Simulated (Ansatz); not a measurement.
# CuAg2Cl6 (element-swapped structure): how the settings move a single-point run

Aim: see which settings change the result for CuAg2Cl6 (element-swapped structure), by how much, and at what cost.

Program: Ansatz 0.2.0. Level of theory: reference: DFT PBE, plane waves, PAW, scalar-relativistic, no spin polarisation. These are calculated values, not measurements.

1 further run of the same task is left out (set aside as unsound or not needed).

### 1 The starting structure

It takes space group R-3 (No. 148, trigonal). The conventional cell has a = 6.536 Å, b = 6.536 Å, c = 16.637 Å, α = 90.00°, β = 90.00°, γ = 120.00°. Cu (site symmetry -3) has 6 Cl at 2.34 Å as nearest neighbours. Around Ag (site symmetry 3) lie 3 Cl at 2.56 Å. Cl (site symmetry 1) is surrounded by 1 Cu at 2.34 Å and 1 Ag at 2.56 Å.

The space group R-3 holds at a tolerance of 0.01 Å; at 0.001 Å the coordinates give P1. 

Structure file:

```xyz
9
Lattice="6.5365 0.0000 0.0000 -3.2682 5.6608 0.0000 -3.2682 1.8869 5.5457" Properties=species:S:1:pos:R:3 pbc="T T T"
Cu   -0.0003    3.7740    2.7734
Ag    3.2686    1.8867    1.6471
Ag   -3.2686    5.6609    3.8987
Cl    0.7177    2.0028    1.4220
Cl    1.1749    5.2809    1.4220
Cl   -1.8926    4.0378    1.4220
Cl   -0.7177    5.5449    4.1238
Cl   -1.1749    2.2668    4.1238
Cl    1.8926    3.5099    4.1238
```

### 2 Reference

input.yaml

```yaml
crystal:
  lattice:
    - [6.536467, 0.0, 0.0]
    - [-3.268233, 5.660752, 0.0]
    - [-3.268233, 1.886917, 5.54575]
  atoms:
    - { symbol: Cu, position: [0.5, 0.5, 0.5001] }
    - { symbol: Ag, position: [0.7657, 0.2343, 0.297] }
    - { symbol: Ag, position: [0.2343, 0.7657, 0.703] }
    - { symbol: Cl, position: [0.37217, 0.26833, 0.25641] }
    - { symbol: Cl, position: [0.73167, 0.84743, 0.25641] }
    - { symbol: Cl, position: [0.15257, 0.62783, 0.25641] }
    - { symbol: Cl, position: [0.62783, 0.73167, 0.74359] }
    - { symbol: Cl, position: [0.26833, 0.15257, 0.74359] }
    - { symbol: Cl, position: [0.84743, 0.37217, 0.74359] }
  symmetry: { tolerance: 0.0003 }
kpoints:
  mp_grid: { grid: [4, 4, 4], shift: [0, 0, 0] }
magnetization:
  spin_polarized: false
scf:
  occupations: { method: fermi_dirac }
hamiltonian:
  pseudopotentials: { kind: paw }
  xc: pbe
basis:
  ecutwfc: 420
output:
  forces: true
  stress: true
  eigenvalues: true
```

Started as:

```bash
$ ansatz run input.yaml --threads 1 --pin off --max-ram 2560MiB --backend cpu --events-out ev --progress --plain --runs-dir out
```

### 3 Changed: hubbard.sites [{species: Cu, l: d, u_eff: 5.0}], hubbard.double_counting amf, accuracy medium

Edit input.yaml of step 2 so:

```diff
@@ -25,2 +25,3 @@
   xc: pbe
+  hubbard: { sites: [{ species: Cu, l: d, u_eff: 5.0 }], double_counting: amf }
 basis:
@@ -31 +32,6 @@
   eigenvalues: true
+  write_density: true
+  write_potential: true
+  elf: true
+  volumetric_format: npy
+accuracy: medium
```

### 4 Changed: symmetry.detect false, mp_grid.grid [6, 6, 6], tolerance left out

Edit input.yaml of step 2 so:

```diff
@@ -15,5 +15,5 @@
     - { symbol: Cl, position: [0.84743, 0.37217, 0.74359] }
-  symmetry: { tolerance: 0.0003 }
+  symmetry: { detect: false }
 kpoints:
-  mp_grid: { grid: [4, 4, 4], shift: [0, 0, 0] }
+  mp_grid: { grid: [6, 6, 6], shift: [0, 0, 0] }
 magnetization:
```

### 5 The same system, input altered

Edit input.yaml of step 2 so:

```diff
@@ -17,3 +17,3 @@
 kpoints:
-  mp_grid: { grid: [4, 4, 4], shift: [0, 0, 0] }
+  mp_grid: { grid: [1, 1, 1], shift: [0, 0, 0] }
 magnetization:
@@ -21,6 +21,6 @@
 scf:
-  occupations: { method: fermi_dirac }
+  occupations: { method: methfessel_paxton, width: 0.005 }
 hamiltonian:
   pseudopotentials: { kind: paw }
-  xc: pbe
+  xc: lda
 basis:
```

(Steps that only read results are left out.)

**Question.** What will these runs give? Wanted: for each run, ending; energy change; pressure; gap; force.

**Answer**, as computed:

| run | ending | energy change | pressure (GPa) | gap (eV) | force (eV/Å) | cycles | time |
| --- | --- | --- | --- | --- | --- | --- | --- |
| reference | converged | 0 | -0.1 | 0.00 | 0.29 | 11 | 12 s |
| 1: hubbard.sites [{species: Cu, l: d, u_eff: 5.0}], hubbard.double_counting amf, accuracy medium | converged | -16.8 meV/atom (U changed: no physical gain or loss) | -0.1 | 0.00 | 0.27 | 17 | 23 s |
| 2: symmetry.detect false, mp_grid.grid [6, 6, 6], tolerance left out | converged | -0.1 meV/atom | -0.1 | 0.00 | 0.29 | 11 | 2.1 min |
| 3: mp_grid.grid [1, 1, 1], occupations.method methfessel_paxton, occupations.width 0.005, xc lda | converged | not comparable | -5.9 | 0.00 | 0.80 | 27 | 3.5 s |

Times don't compare one to one where runs were asked for different outputs or read a saved state (see the inputs); cycles may leave out searches for a lower state.

Residual by cycle in the longest SCF loop of each run; runs are numbered as in the table. The quantity is the density residual dr2, in eV.

| cycle | reference | run 1 | run 2 | run 3 |
| --- | --- | --- | --- | --- |
| 1 | 0.0166 | 12.7 | 0.016 | 0.27 |
| 3 | 0.00153 | 20.1 | 0.00145 | 0.0317 |
| 6 | 6.1e-4 | 1.42 | 5.9e-4 | 0.0262 |
| 8 | 3.0e-5 | 0.311 | 2.8e-5 | 0.0179 |
| 10 | 1.5e-7 | 6.0e-4 | 1.5e-7 | 0.00299 |
| 13 | - | 3.2e-5 | - | 0.00221 |
| 15 | - | 5.0e-6 | - | 0.00156 |
| 18 | - | - | - | 0.00143 |
| 20 | - | - | - | 0.00139 |
| 22 | - | - | - | 0.00105 |
| 25 | - | - | - | 4.8e-6 |
| 27 | - | - | - | 4.7e-8 |

«symmetry.detect false, mp_grid.grid [6, 6, 6], tolerance left out» moves the energy by -0.1 meV/atom. A changed U is a change of model: its shifts are not errors of convergence.

The reference is no final answer either: it is run without spin, though an odd electron count or open d shells could carry moments; the structure is made up and not relaxed.
